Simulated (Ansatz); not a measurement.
I need a calculation of the elastic constants of MgCdS₂, space group P4/mmm. Use Ansatz 0.2.0 through its Python package. Settings: PBEsol, PAW, cutoff 510 eV, 5×5×3 k-points, fixed occupations.

`POSCAR`
```text
MgCdS2
1.0
   3.80767600    0.00000000    0.00000000
   0.00000000    3.80767600    0.00000000
   0.00000000    0.00000000    5.38570400
Mg Cd S
1 1 2
Direct
   0.50000000    0.50000000    0.50000000
   0.00000000    0.00000000    0.00000000
   0.00000000    0.00000000    0.50000000
   0.50000000    0.50000000    0.00000000
```

`elastic_mgcds2.py`:
```python
import warnings

import ansatz as az
from ase.io import read
import numpy as np

KMESH = (5, 5, 3)
CUTOFF_EV = 510
OCCUPATIONS = "fixed"

warnings.simplefilter("ignore", az.DeckWarning)

atoms = read("POSCAR", format="vasp")
system = az.Crystal.from_ase(atoms)

calc = (
    system.calculation()
    .kpoints(*KMESH)
    .basis(CUTOFF_EV)
    .functional(az.Functional.PBESOL)
    .occupations(OCCUPATIONS)
)
out = calc.elastic("relaxed_ion", amplitude=0.005).run(threads=1, pin="off")
elastic = out.elastic

print("C_ij (GPa), Voigt order xx yy zz yz xz xy")
for row in elastic.c_gpa:
    print(" ".join(f"{value:8.1f}" for value in row))
for name, value in elastic.moduli.to_plain().items():
    print(f"{name:14s} {value:9.3f}")
print("smallest eigenvalue of C:", round(elastic.stability.min_eigenvalue_gpa, 1), "GPa; stable:", elastic.stability.stable)
```

Running `python elastic_mgcds2.py` prints:
```text
C_ij (GPa), Voigt order xx yy zz yz xz xy
   121.4     37.6     43.1      0.0      0.0     -0.0
    37.6    121.4     43.1      0.0      0.0     -0.0
    43.1     43.1    116.7      0.0      0.0     -0.0
     0.0      0.0      0.0     40.0      0.0      0.0
     0.0      0.0      0.0      0.0     40.0      0.0
    -0.0     -0.0      0.0      0.0      0.0     36.0
k_voigt_gpa       67.468
k_reuss_gpa       67.467
k_hill_gpa        67.467
g_voigt_gpa       38.919
g_reuss_gpa       38.792
g_hill_gpa        38.856
youngs_gpa        97.793
poisson            0.258
smallest eigenvalue of C: 36.0 GPa; stable: True
```

What to keep in mind:
- A positive definite tensor excludes instabilities under uniform strain alone; phonons elsewhere in the zone can still be imaginary.
- The cell stands under -3.1 GPa at these settings.
- The structure comes from a database of computed cells and needn't be a stable or known phase.
- The constants belong to the cell that was strained; where it wasn't relaxed first it may be under stress.
- Run time: 21 s on 1 thread of Intel(R) Xeon(R) 6975P-C (Granite Rapids), on a shared host, peak memory 0.53 GiB.

(Lines on the test bed's own set-up are left out of the output.)
